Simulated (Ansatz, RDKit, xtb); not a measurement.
**BSi3H9S: ranking a sample of isomers**

Which of a sample of isomers of BSi3H9S is the most stable in the gas at 298.15 K, and what are its properties? The sample is small against all isomers, and the most stable one of this formula need not be in it.

The funnel: GFN2-xTB relaxations, single points with a density functional, relaxations at r2SCAN-D4/def2-SVP, harmonic vibrations (at GFN2-xTB), and a last energy at a higher level. All values are calculated.

**1. Drawing up candidates**

Isomers were taken from a list of plausible structures; this is a sample, not all of them. That gives 5 candidates.

| label | SMILES | spin |
| --- | --- | --- |
| c105 | B[SiH2][SiH2][SiH2]S | singlet |
| c704 | B[Si@@H]([SiH3])[SiH2]S | singlet |
| c774 | B[SiH2][Si@@H]([SiH3])S | singlet |
| c837 | B[Si@@H](S)[SiH2][SiH3] | singlet |
| c844 | B[Si]([SiH3])([SiH3])S | singlet |

Candidates are built by distance geometry, with a force field where one applies, in up to four conformers (letters a to d).

**Question.** With final energies at CCSD(T)/def2-SVP + MP2/def2-TZVPP - MP2/def2-SVP, which structure will this search put lowest in free energy, and by what margin?

| quantity | value |
| --- | --- |
| lowest structure found | [BH2-]1[SiH2][SiH2][SiH2][SH+]1, singlet |
| next finalist | B[Si]([SiH3])([SiH3])S, singlet, 10.0 kcal/mol higher in G |
| share at equilibrium, among the finalists | 100.0 % |

`[BH2-]1[SiH2][SiH2][SiH2][SH+]1` comes out lowest. The margin of 10.0 kcal/mol over the next finalist is beyond the usual error of the last level; it says nothing of structures that weren't ranked. r2SCAN-D4/def2-SVP, relaxed, HF/def2-SVP and MP2/def2-SVP already put its bonding pattern lowest among the structures in one piece. 7 minima inside the window were never screened. Lowest found is not proven lowest: the search is finite, and each finalist counts with one conformer. Only 5 drawn patterns were tried, so whole families of isomers are missing, and the result ranks this sample alone.
